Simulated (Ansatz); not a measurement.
The system is Al3Pd.

```
CELL_PARAMETERS angstrom
3.94691 0.00000 0.00000
0.00000 3.94691 0.00000
0.00000 0.00000 3.94691
ATOMIC_POSITIONS crystal
Pd 0.00000 0.00000 0.00000
Al 0.50000 0.50000 0.00000
Al 0.50000 0.00000 0.50000
Al 0.00000 0.50000 0.50000
```

The cell comes from a database or a generator and needn't be the stable form of this composition.

Base run:

* Program: Ansatz 0.2.0
* Functional: PBEsol
* Potentials or basis: all-electron LAPW, non-relativistic
* Cutoff: 189 eV
* Density cutoff: 757 eV
* Basis error allowed: 0.002 eV/atom
* k mesh: 7 × 7 × 7
* Occupations: fermi-dirac, width 0.05 eV
* Spin: no spin polarisation

Its results: pressure 0.9 GPa.

Task: The run is repeated on the same cell with these changes: potentials or basis from all-electron LAPW, non-relativistic to all-electron LAPW, scalar-relativistic. What comes out?

Result: Pressure -1.9 GPa.

Caveats: relativity is left out, which matters for the heavier elements (some runs).

Not every run made on this cell is shown here.
